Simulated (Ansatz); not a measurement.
# SrLiGaF6: the cost of one run

Computed with Ansatz 0.2.0 (DFT, PBE, plane-wave PAW, default files, scalar-relativistic, as far as a step names no other, unless a step's input says otherwise).

## Step 1: Starting point

The structure is trigonal, space group P-31c (No. 163). Conventional cell: a = 5.232 Å, b = 5.232 Å, c = 10.468 Å, α = 90.00°, β = 90.00°, γ = 120.00°. Li (site symmetry 32) is surrounded by 6 F at 2.05 Å. Around Sr (site symmetry -3) lie 6 F at 2.46 Å. Around Ga (site symmetry 32) lie 6 F at 1.92 Å. F (site symmetry 1) is surrounded by 1 Ga at 1.92 Å and 1 Li at 2.05 Å and 1 Sr at 2.46 Å.

As a file:

```cif
data_structure
_symmetry_space_group_name_H-M 'P 1'
_symmetry_Int_Tables_number 1
_cell_length_a 5.2319
_cell_length_b 5.2319
_cell_length_c 10.4680
_cell_angle_alpha 90.000
_cell_angle_beta 90.000
_cell_angle_gamma 120.000
_cell_volume 248.15
loop_
_atom_site_label
_atom_site_type_symbol
_atom_site_fract_x
_atom_site_fract_y
_atom_site_fract_z
_atom_site_occupancy
Li1 Li 0.33333 0.66667 0.75000 1
Li2 Li 0.66667 0.33333 0.25000 1
Sr1 Sr 0.00000 0.00000 0.50000 1
Sr2 Sr 0.00000 0.00000 0.00000 1
Ga1 Ga 0.66667 0.33333 0.75000 1
Ga2 Ga 0.33333 0.66667 0.25000 1
F1 F 0.64111 0.01895 0.64531 1
F2 F 0.35889 0.98105 0.35468 1
F3 F 0.98105 0.62216 0.64531 1
F4 F 0.64111 0.62216 0.85469 1
F5 F 0.01895 0.37784 0.35468 1
F6 F 0.35889 0.37784 0.14531 1
F7 F 0.37784 0.35889 0.64531 1
F8 F 0.98105 0.35889 0.85469 1
F9 F 0.62216 0.64111 0.35468 1
F10 F 0.01895 0.64111 0.14531 1
F11 F 0.37784 0.01895 0.85469 1
F12 F 0.62216 0.98105 0.14531 1
```

## Step 2: First run, atoms as given

The input, input.yaml:

```yaml
crystal:
  lattice:
    - [5.2319005975, 0.0, 0.0]
    - [-2.6159502988, 4.5309588275, 0.0]
    - [0.0, 0.0, 10.468016]
  atoms:
    - { symbol: Li, position: [0.3333333333, 0.6666666667, 0.75] }
    - { symbol: Li, position: [0.6666666667, 0.3333333333, 0.25] }
    - { symbol: Sr, position: [0.0, 0.0, 0.5] }
    - { symbol: Sr, position: [0.0, 0.0, 0.0] }
    - { symbol: Ga, position: [0.6666666667, 0.3333333333, 0.75] }
    - { symbol: Ga, position: [0.3333333333, 0.6666666667, 0.25] }
    - { symbol: F, position: [0.6411110033, 0.0189469967, 0.645315] }
    - { symbol: F, position: [0.3588889967, 0.9810530033, 0.354685] }
    - { symbol: F, position: [0.9810530033, 0.6221640067, 0.645315] }
    - { symbol: F, position: [0.6411110033, 0.6221640067, 0.854685] }
    - { symbol: F, position: [0.0189469967, 0.3778359933, 0.354685] }
    - { symbol: F, position: [0.3588889967, 0.3778359933, 0.145315] }
    - { symbol: F, position: [0.3778359933, 0.3588889967, 0.645315] }
    - { symbol: F, position: [0.9810530033, 0.3588889967, 0.854685] }
    - { symbol: F, position: [0.6221640067, 0.6411110033, 0.354685] }
    - { symbol: F, position: [0.0189469967, 0.6411110033, 0.145315] }
    - { symbol: F, position: [0.3778359933, 0.0189469967, 0.854685] }
    - { symbol: F, position: [0.6221640067, 0.9810530033, 0.145315] }
kpoints:
  mp_grid: { grid: [5, 5, 3] }
scf:
  occupations: { method: fermi_dirac, width: 0.02 }
hamiltonian:
  xc: pbe
  pseudopotentials: { kind: paw }
output:
  forces: true
  stress: true
  populations: true
  efg:
    quadrupole_moments_barn: { Li: -0.0401, Sr: 0.305, Ga: 0.107 }
    contact_densities: true
  write_density: true
  write_potential: true
  elf: true
  volumetric_format: npy
```

Launch:

```sh
> ansatz run input.yaml --threads 1 --pin off --max-ram 2560MiB --backend cpu --events-out ev --progress --plain --runs-dir out
```

Q: Estimate wall time and peak memory on 1 thread of Intel Xeon Platinum 8259CL at 2.50GHz (Skylake/Cascade Lake), shared host.

About 26 s, with a peak of 0.69 GiB.
